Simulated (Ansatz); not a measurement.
# Cl2H4MgOSi: the cost of one run

Method: RKS PBE0-D4/def2-SVP, in Ansatz 0.2.0.

**1. Starting point**

Bond lengths: Mg1–Cl2 2.838 Å, Mg1–Cl3 2.123 Å, Mg1–O5 2.417 Å, O5–Si6 1.619 Å, Si6–H7 1.467 Å, Si6–H8 1.470 Å, Si6–H9 1.468 Å. Angles: Cl2–Mg1–Cl3 146.8°, Cl2–Mg1–O5 68.1°, Cl3–Mg1–O5 144.8°, Mg1–O5–Si6 165.1°, O5–Si6–H7 107.5°, O5–Si6–H8 108.9°, O5–Si6–H9 106.0°, H7–Si6–H8 111.1°, H7–Si6–H9 111.9°, H8–Si6–H9 111.1°.

As a file:

```xyz
9

Mg   -0.9391   -2.0808   -0.5324
Cl   -2.8462   -0.0634    0.0561
Cl   -0.5889   -4.1420   -0.9037
H    -1.1291    0.2930    0.0388
O     0.1090    0.0556   -0.1086
Si    1.1346    1.2438    0.2865
H     0.5144    2.5122   -0.1104
H     1.3763    1.2027    1.7362
H     2.3690    0.9789   -0.4625
```

**2. A restrained relaxation towards end A**

Springs on the bonds that form and break draw the guess towards this end; the thresholds are loose.

Contents of input.yaml:

```yaml
crystal:
  periodic: [false, false, false]
  atoms:
    - { symbol: Mg, position_ang: [-0.9391, -2.0808, -0.5324] }
    - { symbol: Cl, position_ang: [-2.8462, -0.0634, 0.0561] }
    - { symbol: Cl, position_ang: [-0.5889, -4.142, -0.9037] }
    - { symbol: H, position_ang: [-1.1291, 0.293, 0.0388] }
    - { symbol: O, position_ang: [0.109, 0.0556, -0.1086] }
    - { symbol: Si, position_ang: [1.1346, 1.2438, 0.2865] }
    - { symbol: H, position_ang: [0.5144, 2.5122, -0.1104] }
    - { symbol: H, position_ang: [1.3763, 1.2027, 1.7362] }
    - { symbol: H, position_ang: [2.369, 0.9789, -0.4625] }
basis:
  gaussian: { orbitals: def2-SVP }
hamiltonian:
  xc: pbe0
  dispersion: d4
relax:
  f_tol: 0.15
  max_steps: 25
  restrain:
    - { distance: [0, 4], at: 3.37, k: 30.0 }
    - { distance: [3, 1], at: 2.63, k: 30.0 }
    - { distance: [0, 1], at: 2.43, k: 30.0 }
    - { distance: [3, 4], at: 0.97, k: 30.0 }
output:
  orbitals: {}
```

Started as:

```bash
ansatz run input.yaml --threads 2 --pin off --max-ram 3072MiB --backend cpu --events-out ev --progress --plain --runs-dir out
```

Q: Estimate wall time and peak memory on 2 threads of Arm Neoverse V2, shared host.

About 20 s, with a peak of 0.24 GiB.
